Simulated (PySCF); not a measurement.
# F2O2Se: the cost of one run

Computed with PySCF 2.14.0 and routines of our own; the level stands in each step. Atoms count from 0.

### Step 1. The system as given

5 atoms, charge 0, multiplicity 1; geometry from: GFN2-xTB.

### Step 2. Geometry optimisation at PBE0-D3(BJ)/def2-SVP

What the job is given:

```
{"job": {"xc": "PBE0", "basis": "def2-SVP", "d3": "d3bj", "grid": 1, "maxiter": 30, "shake": 0.01, "kind": "geom"}, "charge": 0, "multiplicity": 1}
O     -0.244670    -1.227540    -1.061660
Se    -0.081910    -0.194890     0.048280
O     -0.419020    -0.426710     1.506980
F     -0.772940     1.342940    -0.451520
F      1.552120     0.472220    -0.079960
```

Launch:

```bash
OMP_NUM_THREADS=1 python heavy_run.py task.json out
```

One launch serves the whole session: the jobs run in the order shown.

Q: Estimate the wall time and peak memory of this first job on 1 thread of Arm Neoverse V2, shared host.

About 14 s, with a peak of 0.37 GiB.
